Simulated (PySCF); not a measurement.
# CrH12O6 ([Cr(H2O)6]3+): the cost of one run

Programs: PySCF 2.14.0, with routines of our own; each step states its level. All values are computed. Atoms count from 0.

## 1. The system as given

19 atoms, charge 3, states of the metal's open shell are computed; geometry from: model start, shaken.

## 2. Geometry optimisation at PBE0-D3(BJ)/def2-SVP

The job: settings as JSON, then the geometry in Å.

```
{"job": {"xc": "PBE0", "basis": "def2-SVP", "d3": "d3bj", "grid": 1, "maxiter": 45, "solvent": "water", "kind": "geom"}, "charge": 3, "metal": "Cr", "open_shell": "d3"}
Cr     0.000020     0.004480    -0.004110
O     -0.013360    -0.006820     1.960130
H      0.775900     0.020100     2.542620
H     -0.784310     0.007350     2.555350
O      0.001580    -0.013960    -1.975440
H      0.785430    -0.020160    -2.556860
H     -0.803520    -0.019340    -2.577630
O      1.971470    -0.019010     0.004070
H      2.552350     0.772200    -0.037750
H      2.541920    -0.775730     0.001700
O     -1.997950    -0.007170    -0.014680
H     -2.562130     0.790910    -0.012110
H     -2.550490    -0.761730    -0.008750
O     -0.001680     1.976660     0.000960
H     -0.018380     2.551140     0.795380
H     -0.023210     2.562890    -0.773210
O     -0.009620    -1.944990     0.011430
H     -0.017990    -2.548880     0.783650
H     -0.002830    -2.539760    -0.776000
```

The run is started by

```
> OMP_NUM_THREADS=1 python lf_run.py task.json out
```

One launch serves the whole session: the jobs run in the order shown.

**Question.** How long does this first job take on 1 thread of Arm Neoverse V1, shared host, and how much memory does it need?

About 4.1 min, with a peak of 1.5 GiB.
